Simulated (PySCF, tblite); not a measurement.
# C6H5N3: geometry, infrared bands and NMR shifts

What infrared bands and NMR shifts should C6H5N3 (`C=Cc1cc(C#N)[nH]n1`) show?

The runs use tblite 0.8.0 and PySCF 2.14.0, with density-fitted response routines of our own; the level of theory stands in each step. All values are computed, except where a source is named. Atoms are numbered from 0 throughout.

## 1. The molecule as given

14 atoms, charge 0, multiplicity 1; geometry from: force field or distance geometry start.

Bonds of the start (Å): C0–C1 1.36, C1–C2 1.42, C2–C3 1.44, C3–C4 1.38, C4–C5 1.42, C5–N6 1.15, C4–N7 1.36, N7–N8 1.34, N8–C2 1.34, C0–H9 1.09, C0–H10 1.07, C1–H11 1.07, C3–H12 1.06, N7–H13 1.01.

## 2. Optimising the geometry with GFN2-xTB

Job settings and geometry (Å):

```
{"job": {"kind": "relax", "xc": "GFN2-xTB", "basis": "xTB"}, "charge": 0, "multiplicity": 1}
C      2.830300    -0.521300     0.295200
C      1.781900    -0.162400    -0.490000
C      0.437200    -0.061600    -0.039600
C     -0.652000     0.323900    -0.892800
C     -1.763700     0.294300    -0.067400
C     -3.118200     0.583400    -0.385000
N     -4.225000     0.818700    -0.615600
N     -1.313100    -0.067900     1.162300
N      0.009000    -0.297000     1.208400
H      2.679300    -0.752400     1.352800
H      3.823700    -0.581700    -0.107700
H      1.986100     0.050800    -1.523400
H     -0.621700     0.567000    -1.926100
H     -1.854400    -0.194400     2.006800
```

Run with:

```
> OMP_NUM_THREADS=1 python probes_run.py task.json out
```

This one command runs all jobs of the session in turn.

**Question.** This job is followed by: GFN2-xTB harmonic vibrations, gas phase; GIAO PBE0/pcSseg-1 NMR shielding, non-relativistic, gas phase. Predict these results of the whole session: strongest single infrared mode (GFN2-xTB); zero-point energy (GFN2-xTB); ¹³C shifts against TMS (PBE0/pcSseg-1); ¹H shifts against TMS (PBE0/pcSseg-1); ¹⁵N shifts against NH3 (PBE0/pcSseg-1).

**Answer**, as computed:

| quantity | value |
| --- | --- |
| strongest single infrared mode (GFN2-xTB) | 2371 cm⁻¹, 321 km/mol |
| zero-point energy (GFN2-xTB) | 62.6 kcal/mol |
| ¹³C shifts against TMS (PBE0/pcSseg-1) | 155.3, 133.7, 125.6, 121.8, 119.1, 116.0 ppm |
| ¹H shifts against TMS (PBE0/pcSseg-1) | 9.80, 6.95, 6.78, 6.77, 5.78 ppm |
| ¹⁵N shifts against NH3 (PBE0/pcSseg-1) | 348.7, 332.7, 227.8 ppm |

The optimisation took 31 steps and gained 0.112 eV; among the close pairs (by a distance rule), C0–C1 changed most, from 1.358 to 1.327 Å. No mode is imaginary among the 36: a minimum at this level. The strongest single mode, at 2371 cm⁻¹, moves mainly C5 and N6. GFN2-xTB is a fitted tight-binding method: band positions and strengths are rough. Its intensities can rank the bands wrongly. At PBE0/pcSseg-1: Shielding is most anisotropic at N8 (span 550 ppm, paramagnetic term -407 ppm). NICS(1)zz of -29 ppm above the planar ring from C2 marks a diatropic (aromatic) ring current.
